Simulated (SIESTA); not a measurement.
**HfIn4SiO6 in SIESTA: the effect of functional**

HfIn4SiO6:

```
CELL_PARAMETERS angstrom
5.69867 0.00381 0.01559
-0.70506 6.10815 -0.00575
-2.73718 -1.39557 6.63076
ATOMIC_POSITIONS crystal
Hf 0.11793 0.01556 0.13292
In 0.38842 0.99901 0.72891
In 0.75865 0.00842 0.49586
In 0.23461 0.48841 0.53300
In 0.59649 0.48211 0.20528
Si 0.86778 0.44029 0.85544
O 0.55316 0.38738 0.79290
O 0.93454 0.38483 0.65596
O 0.98414 0.26218 0.00347
O 0.99083 0.69806 0.98452
O 0.08665 0.06493 0.39374
O 0.48680 0.10883 0.21799
```

The cell was built by a generator and needn't be a form met in nature.

Alike in all runs:

```yaml
Program: SIESTA 5.4.2
Task: band structure
Basis: DZP (energy shift 0.003 Ry; two zetas on semicore shells)
Grid_cutoff: 800 Ry
Energy_shift: 0.003 Ry
k_mesh: 5 × 5 × 4
Occupations: fermi-dirac, width 0.05 eV
Spin: no spin polarisation
```

```tsv
functional	potentials or basis	gap on the mesh (eV)	pressure (GPa)	largest force (eV/Å)
LDA	PseudoDojo 0.4 standard (LDA files)	0.86	-4.8	0.27
PBEsol	PseudoDojo 0.4 standard (PBEsol files)	0.81	-1.8	0.34
RPBE	PseudoDojo 0.4 standard (PBE files)	?	?	?
BLYP	PseudoDojo 0.4 standard (PBE files)	1.04	4.8	0.58
AM05	PseudoDojo 0.4 standard (PBEsol files)	0.86	-1.2	0.34
```

Question: What does the run with functional RPBE give?

Answer: gap on the mesh 0.89 eV; pressure 3.5 GPa; largest force 0.55 eV/Å.

Caveats: short orbitals over semicore shells can move pressures by several GPa; spin-orbit coupling is left out, which moves the levels of the heavy elements; the basis of atomic orbitals isn't converged, which shifts pressures, moduli and gaps; the potentials were made for another functional, which shifts forces and pressure (some runs).

A k mesh can miss the band edges.

Runs at the PBE level aren't shown here.
